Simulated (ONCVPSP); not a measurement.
# Pseudopotential generation for Sm: ONCV, PBEsol

Do these settings give a usable potential? It is generated, then checked for transferability, scattering, ghosts and hardness.

The numbers are computed with ONCVPSP 4.0.1 (PBEsol, scalar-relativistic, spin-unpolarised reference atom).

### 1 Settings

Typed settings, in words:

```
element                 : samarium (Sm, Z = 62)
type                    : optimised norm-conserving Vanderbilt (ONCV)
frozen core             : [Kr] 4d10
valence charge          : 16
reference configuration : 4f6 5s2 5p6 6s2
partial waves           : 5s+6s: rc 2.60 bohr, ncon 4, nbas 7, qcut 3.8 1/bohr, 2 projectors; 5p: rc 1.80 bohr, ncon 4, nbas 8, qcut 5.2 1/bohr, 2 projectors, debl 4 Ha; d scattering state at 0.15 Ha: rc 2.75 bohr, ncon 4, nbas 8, qcut 3.4 1/bohr, 3 projectors, debl 1.2 Ha; 4f: rc 0.85 bohr, ncon 4, nbas 8, qcut 22.8 1/bohr, local
local potential         : the f channel
core correction         : Teter function, fcfact 4.5, rcfact 1.7
```

An earlier all-electron run gives the scale for the radii.

All-electron outer shells of the reference configuration (PBEsol, scalar-relativistic, ld1.x):

```tsv
shell	level (eV)	outermost node (bohr)	outermost maximum (bohr)
5s	-43.30	0.69	1.27
5p	-23.25	0.74	1.43
6s	-3.60	1.70	3.66
4f	-2.51	–	0.61
5d	-1.70	0.84	2.17
6p	-1.19	2.06	4.94
```

### 2 Generating the potential

Input file Sm.dat:

```
# ATOM AND REFERENCE CONFIGURATION
# atsym  z   nc   nv     iexc    psfile
  Sm 62.00    9    4  -116133      upf
#
#   n    l    f
    1    0    2.00
    2    0    2.00
    2    1    6.00
    3    0    2.00
    3    1    6.00
    3    2   10.00
    4    0    2.00
    4    1    6.00
    4    2   10.00
    4    3    6.00
    5    0    2.00
    5    1    6.00
    6    0    2.00
#
# PSEUDOPOTENTIAL AND OPTIMIZATION
# lmax
    3
#
#   l,   rc,      ep,       ncon, nbas, qcut
    0    2.60    0.00    4    7    3.80
    1    1.80    0.00    4    8    5.20
    2    2.75    0.15    4    8    3.40
    3    0.85    0.00    4    8   22.80
#
# LOCAL POTENTIAL
# lloc, lpopt,  rc(5),   dvloc0
    3    5    0.85    0.00
#
# VANDERBILT-KLEINMAN-BYLANDER PROJECTORs
# l, nproj, debl
    0    2    0.40
    1    2    4.00
    2    3    1.20
    3    0    1.80
#
# MODEL CORE CHARGE
# icmod, fcfact, rcfact
    3    4.50    1.70
#
# LOG DERIVATIVE ANALYSIS
# epsh1, epsh2, depsh
   -3.00    5.00    0.02
#
# OUTPUT GRID
# rlmax, drl
    6.00    0.01
#
# TEST CONFIGURATIONS
# ncnf
    4
# nvcnf
#   n    l    f
    4
    4    3    6.00
    5    0    2.00
    5    1    6.00
    6    0    1.00
#
    4
    4    3    6.00
    5    0    2.00
    5    1    6.00
    6    0    0.00
#
    4
    4    3    5.00
    5    0    2.00
    5    1    6.00
    6    0    0.00
#
    5
    4    3    6.00
    5    0    2.00
    5    1    6.00
    6    0    0.00
    6    1    1.00
#
```

Run with:

```console
$ oncvpsp.x < Sm.dat > Sm.out
```

**Question.** What will these runs give? Wanted: cutoffs for 1 and 0.1 mHa per electron, occupied waves; bound ghosts; GHOST(+) flags; largest phase difference near zero energy, channels read; rms error of d²Exc/dn², without and with the model core; projector energies reset by the program.

**Answer**, as computed:

```
                                                quantity                                                              value
  cutoffs for 1 and 0.1 mHa per electron, occupied waves                                                  183 Ha and 213 Ha
                                            bound ghosts  s at -925.11 eV, s at -71.68 eV, p at -549.76 eV, d at -443.75 eV
                                          GHOST(+) flags                                                        p at 225 eV
largest phase difference near zero energy, channels read                                                          0.000 rad
 rms error of d²Exc/dn², without and with the model core                                                  8.72 and 4.43 mHa
                 projector energies reset by the program                                          d: 0.050, 1.250, 2.450 Ha
```

What this shows: A bound ghost (s, p, d) makes it unfit for use: electrons can fall into a state that the atom doesn't have. The potential is very hard: the looser tolerance needs 183 Ha. At the looser tolerance the 4f wave is the slowest; 5p needs 13 Ha. Near zero energy the phases of the channels with partial waves agree within 0.001 rad. The pseudo curves have a pole with no partner nearby in the atom's: s at -2.63 Ha. The program also flags highly localised states, GHOST(+) (p).
